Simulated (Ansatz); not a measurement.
**CH₅SSb: one species, many methods**

An exercise on one series of results from a longer session: the logs are not shown, and one member is left open.

Computed with Ansatz 0.2.0, Gaussian basis. Level: functionals in def2-TZVPP, the program's frozen cores in correlated methods.

The runs, in order: LDA (SPW92), PBE-D4, revPBE-D4, BLYP-D4, r2SCAN-D4, B97M-V, PBE0-D4, B3LYP-D4, r2SCANh-D4, r2SCAN0-D4, HSE06-D4, BHLYP-D4, CAM-B3LYP-D4, LC-ωPBE, ωB97X-V, ωB97M-V, B2PLYP, PBE-QIDH; CCSD(T)/def2-SVP; CCSD(T)/def2-TZVPP; MP2/def2-QZVPP; extrapolation to the limit; RPA on PBE.

## Structure used throughout

All runs share one geometry, relaxed beforehand with PBE0-D4 in a triple-zeta def2 set. Sb takes the def2 core potential; no spin-orbit term is included.

SMILES `S[CH2][SbH2]`, 8 atoms, charge 0, spin multiplicity 1.

Atoms are counted from 1 here; the program's logs count them from 0.

Bond lengths: S1–C2 1.800 Å, S1–H4 1.345 Å, C2–Sb3 2.179 Å, C2–H5 1.090 Å, C2–H6 1.088 Å, Sb3–H7 1.712 Å, Sb3–H8 1.709 Å. Angles: C2–S1–H4 98.2°, S1–C2–Sb3 108.2°, S1–C2–H5 111.2°, S1–C2–H6 111.7°, Sb3–C2–H5 106.8°, Sb3–C2–H6 108.7°, H5–C2–H6 110.1°, C2–Sb3–H7 92.0°, C2–Sb3–H8 93.4°, H7–Sb3–H8 91.2°.

The first run:

File in.yaml:

```yaml
crystal:
  periodic: [false, false, false]
  atoms:
    - {symbol: S, position_ang: [-1.883842, 0.341960, -0.056003]}
    - {symbol: C, position_ang: [-0.090968, 0.479160, -0.135384]}
    - {symbol: Sb, position_ang: [0.764195, -0.992840, 1.225486]}
    - {symbol: H, position_ang: [-2.189759, 1.302867, -0.945316]}
    - {symbol: H, position_ang: [0.245553, 1.457778, 0.207460]}
    - {symbol: H, position_ang: [0.283555, 0.284867, -1.138265]}
    - {symbol: H, position_ang: [2.353194, -0.659091, 0.683910]}
    - {symbol: H, position_ang: [0.610272, -2.271700, 0.102211]}
basis:
  gaussian: {orbitals: def2-TZVPP}
hamiltonian: {xc: lda}
output: {orbitals: {seedname: orbitals}}
```

On the command line:

```sh
$ ansatz run in.yaml --threads 2 --pin off --events-out ev --progress --plain --max-ram 4352MiB
```

Among the steps run: LDA; PBE-D4 (GGA); revPBE-D4 (GGA); BLYP-D4 (GGA); r2SCAN-D4 (meta-GGA); B97M-V (meta-GGA); PBE0-D4 (hybrid); B3LYP-D4 (hybrid); r2SCANh-D4 (hybrid); r2SCAN0-D4 (hybrid); HSE06-D4 (hybrid); BHLYP-D4 (hybrid); CAM-B3LYP-D4 (range-separated); LC-ωPBE (range-separated); ωB97X-V (range-separated); ωB97M-V (range-separated); B2PLYP (double hybrid); PBE-QIDH (double hybrid).

One table of the session follows, with a row left open; its other results are not shown here.

It belongs to the step «Frontier levels by functional». 

| functional | HOMO (eV) | gap (eV) |
| --- | --- | --- |
| LDA (SPW92) | -5.76 | 4.14 |
| PBE-D4 | -5.66 | 4.23 |
| revPBE-D4 | -5.62 | 4.28 |
| BLYP-D4 | -5.51 | 4.16 |
| r2SCAN-D4 | ? | ? |
| B97M-V | -6.03 | 4.69 |
| PBE0-D4 | -6.93 | 6.27 |
| B3LYP-D4 | -6.68 | 5.79 |
| r2SCANh-D4 | -6.40 | 5.49 |
| r2SCAN0-D4 | -7.10 | 6.59 |
| HSE06-D4 | -6.52 | 5.49 |
| BHLYP-D4 | -8.04 | 8.15 |
| CAM-B3LYP-D4 | -8.28 | 8.55 |
| LC-ωPBE | -9.70 | 11.10 |
| ωB97X-V | -9.34 | 10.59 |
| ωB97M-V | -9.17 | 10.17 |

Q: Estimate the row for r2SCAN-D4 from the others.

Worked estimate for «HOMO (eV)». Against the share of exact exchange, r2SCANh-D4 (0.1, -6.40), r2SCAN0-D4 (0.25, -7.10) give a slope of -4.67 per unit share; at 0 the line stands at -5.93.

As computed: HOMO (eV): -5.93; gap (eV): 4.75. In «HOMO (eV)» the line misses by 0.00.
